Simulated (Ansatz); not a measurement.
**C2H9BGe: up Jacob's ladder to CCSD(T)**

An exercise on one series of results from a longer session: the logs are not shown, and one member is left open.

Program: Ansatz 0.2.0, Gaussian basis. Level of theory: functionals in def2-TZVPP, the program's frozen cores in correlated methods. These are calculated values, not measurements.

The runs, in order: PBE-D4, r2SCAN-D4, PBE0-D4, B3LYP-D4, ωB97X-V, ωB97M-V, B2PLYP; CCSD(T)/def2-TZVPP; MP2/def2-QZVPP; extrapolation to the limit.

## Structure used throughout

All runs share one geometry, relaxed beforehand with PBE0-D4 in a triple-zeta def2 set.

13 atoms, charge 0, spin multiplicity 1.

Atoms are counted from 1 here; the program's logs count them from 0.

Bond lengths: B1–Ge2 2.059 Å, B1–H5 1.197 Å, B1–H6 1.197 Å, Ge2–C3 1.962 Å, Ge2–C4 1.962 Å, Ge2–H7 1.555 Å, C3–H8 1.091 Å, C3–H9 1.092 Å, C3–H10 1.091 Å, C4–H11 1.091 Å, C4–H12 1.092 Å, C4–H13 1.091 Å. Angles: Ge2–B1–H5 121.3°, Ge2–B1–H6 121.3°, H5–B1–H6 117.4°, B1–Ge2–C3 113.6°, B1–Ge2–C4 113.6°, B1–Ge2–H7 104.4°, C3–Ge2–C4 109.5°, C3–Ge2–H7 107.6°, C4–Ge2–H7 107.6°, Ge2–C3–H8 110.4°, Ge2–C3–H9 110.4°, Ge2–C3–H10 110.5°, H8–C3–H9 108.4°, H8–C3–H10 108.6°, H9–C3–H10 108.4°, Ge2–C4–H11 110.5°, Ge2–C4–H12 110.4°, Ge2–C4–H13 110.4° and more.

As a file:

```xyz
13

B    -0.7602    1.7200   -0.9753
Ge    0.3076    0.0828   -0.3269
C     0.9784    0.2584    1.5084
C    -0.6658   -1.6110   -0.5092
H    -1.5866    1.6215   -1.8353
H    -0.5471    2.8141   -0.5397
H     1.5383    0.0233   -1.2750
H     1.6178   -0.5883    1.7629
H     0.1478    0.2872    2.2159
H     1.5565    1.1770    1.6181
H    -1.0135   -1.7440   -1.5345
H    -1.5330   -1.6246    0.1536
H    -0.0202   -2.4510   -0.2482
```

Set-up of the first run:

The input, in.yaml:

```yaml
crystal:
  periodic: [false, false, false]
  atoms:
    - {symbol: B, position_ang: [-0.760157, 1.719959, -0.975291]}
    - {symbol: Ge, position_ang: [0.307580, 0.082806, -0.326910]}
    - {symbol: C, position_ang: [0.978441, 0.258449, 1.508381]}
    - {symbol: C, position_ang: [-0.665766, -1.610983, -0.509180]}
    - {symbol: H, position_ang: [-1.586601, 1.621515, -1.835277]}
    - {symbol: H, position_ang: [-0.547079, 2.814094, -0.539728]}
    - {symbol: H, position_ang: [1.538287, 0.023281, -1.274984]}
    - {symbol: H, position_ang: [1.617812, -0.588287, 1.762881]}
    - {symbol: H, position_ang: [0.147791, 0.287249, 2.215944]}
    - {symbol: H, position_ang: [1.556544, 1.176977, 1.618143]}
    - {symbol: H, position_ang: [-1.013513, -1.744013, -1.534513]}
    - {symbol: H, position_ang: [-1.532951, -1.624631, 0.153582]}
    - {symbol: H, position_ang: [-0.020188, -2.451017, -0.248246]}
basis:
  gaussian: {orbitals: def2-TZVPP}
hamiltonian: {xc: pbe, dispersion: d4}
output: {forces: true, orbitals: {seedname: orbitals}}
```

The run is started by

```sh
> ansatz run in.yaml --threads 4 --pin off --events-out ev --progress --plain --max-ram 10444MiB
```

Steps of the session up to this table: PBE-D4 (GGA); r2SCAN-D4 (meta-GGA); PBE0-D4 (hybrid); B3LYP-D4 (hybrid); ωB97X-V (range-separated); ωB97M-V (range-separated); B2PLYP (double hybrid); CCSD(T) in def2-TZVPP; MP2 in def2-QZVPP.

One of the session's tables, all rows but one given; the rest of the session is left out.

```
            method  atomisation energy (kJ/mol)
            PBE-D4                       4482.7
         r2SCAN-D4                       4472.9
           PBE0-D4                       4459.1
          B3LYP-D4                       4459.9
           ωB97X-V                       4472.3
           ωB97M-V                            ?
            B2PLYP                       4416.6
     HF/def2-TZVPP                       3424.3
    MP2/def2-TZVPP                       4388.3
   CCSD/def2-TZVPP                       4340.7
CCSD(T)/def2-TZVPP                       4383.5
           MP2/CBS                       4465.6
       CCSD(T)/CBS                       4460.7
```

Q: Estimate the row for ωB97M-V from the others.

As computed: atomisation energy (kJ/mol): 4457.3. In the column «atomisation energy (kJ/mol)» it lies between B2PLYP (4416.6) and PBE0-D4 (4459.1).

To keep in mind: Free atoms (1 B, 1 Ge, 2 C, 9 H) were run apart at each level; the atomisation energy is their sum less the molecule, without zero-point or spin-orbit terms.
